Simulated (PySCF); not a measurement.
# The bond of BeAl+, level by level

An exercise on one series of results from a longer session: the logs are not shown, and one member is left open.

The runs use PySCF 2.14.0; Be jorge-DZP-DKH, Al jorge-DZP-DKH, spin-free X2C with a Gaussian nucleus.

Set-up of the first run:

A driver script around PySCF takes these settings:

* atoms: Be, Al
* charge: 1
* basis: Be jorge-DZP-DKH, Al jorge-DZP-DKH
* Hamiltonian: spin-free X2C with a Gaussian nucleus
* basis functions: 39
* electrons treated: 16
* masses in u: 9.0122, 26.9815
* levels: PBE0, PBE, r²SCAN, M06-L, TPSS, BP86, HSE06, HF, MP2, SCS-MP2, CCSD, CCSD(T)
* grid: 80 radial by 434 angular points
* occupations: held fixed by the projection of orbital angular momentum
* dissociation limit: Be + Al+, each in its ground configuration
* starting distance in angstrom: 2.255
* values of 2S to try: 0, 2

Command:

```
$ OMP_NUM_THREADS=1 python dia.py task.json out
```

Among the steps run: Set-up; The PBE0 curve of the state that the search chose; Excited determinants; PBE (GGA); r²SCAN; M06-L (meta-GGA); TPSS (meta-GGA); BP86; HSE06; RHF (mean field); Correlated methods on the Hartree–Fock reference.

One table of the session follows, with a row left open; its other results are not shown here.

| level | Re (Å) | ωe (cm⁻¹) | De (eV) |
| --- | --- | --- | --- |
| RHF | 3.038 | 194.8 | 0.402 |
| RHF-MP2 | 2.901 | 235.5 | 0.54 |
| RHF-SCS-MP2 | 2.927 | 225.2 | 0.495 |
| RHF-CCSD | 2.900 | 226.9 | 0.444 |
| RHF-CCSD(T) | 2.874 | 237.2 | 0.488 |
| PBE | ? | ? | ? |
| BP86 | 2.809 | 261.4 | 0.83 |
| TPSS | 2.799 | 262.9 | 0.85 |
| r²SCAN | 2.795 | 274.3 | 0.87 |
| M06-L | 2.779 | 274.8 | 0.79 |
| PBE0 | 2.807 | 269.4 | 0.81 |
| HSE06 | 2.807 | 268.3 | 0.82 |

Q: Estimate the row for PBE from the others.

**Answer.** Re (Å): 2.793; ωe (cm⁻¹): 270.2; De (eV): 0.89. In the column «Re (Å)» it lies between M06-L (2.779) and r²SCAN (2.795).

De is counted to Be + Al+ in their ground configurations.
